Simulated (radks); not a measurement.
# Ionisation of Ne: one atom, several choices of functional

One table from this session's results is given with a row withheld; the runs are named, their logs left out.

Program: radks (a radial shooting solver on a logarithmic mesh, Libxc functionals) version 1. Level of theory: Dirac Kohn-Sham, spin-unpolarised, spherical densities, point nucleus; open shells fill j = l - 1/2 first. These are calculated values, not measurements, unless marked.

### What is computed

| Item | Value |
| --- | --- |
| element | neon (Z = 10) |
| charge | 0 |
| electrons | 10 |
| configuration | [Ne] |
| ion | Ne⁺, [He] 2s2 2p5 |
| choices | SOGGA; AM05; PW91; XLYP |

The first run:

The run's settings:

```text
Z 10
configuration [Ne]
relativity Dirac
functional sogga,pbe
spin unpolarised
j_filling energy
nucleus point
c 137.035999084
```

Steps of the session up to this table: SOGGA: Ne; SOGGA: Ne⁺; AM05: Ne; AM05: Ne⁺; PW91: Ne; PW91: Ne⁺; XLYP: Ne; XLYP: Ne⁺.

One of the session's tables, all rows but one given; the rest of the session is left out.

```
functional  E(Ne) (hartree)  Δ-SCF (eV)  −ε(HOMO) (eV)
     SOGGA       -128.60315      22.232         13.112
      AM05       -128.46162      22.346         13.223
      PW91                ?           ?              ?
      XLYP       -129.18923      22.511         13.375
```

Q: Estimate the row for PW91 from the others.

The run gave: E(Ne) (hartree): -129.09378; Δ-SCF (eV): 22.549; −ε(HOMO) (eV): 13.399. In the column «E(Ne) (hartree)» it lies between XLYP (-129.18923) and SOGGA (-128.60315).

Spin polarisation and multiplet splitting are left out, so open shells lie too high by an amount that depends on their filling.
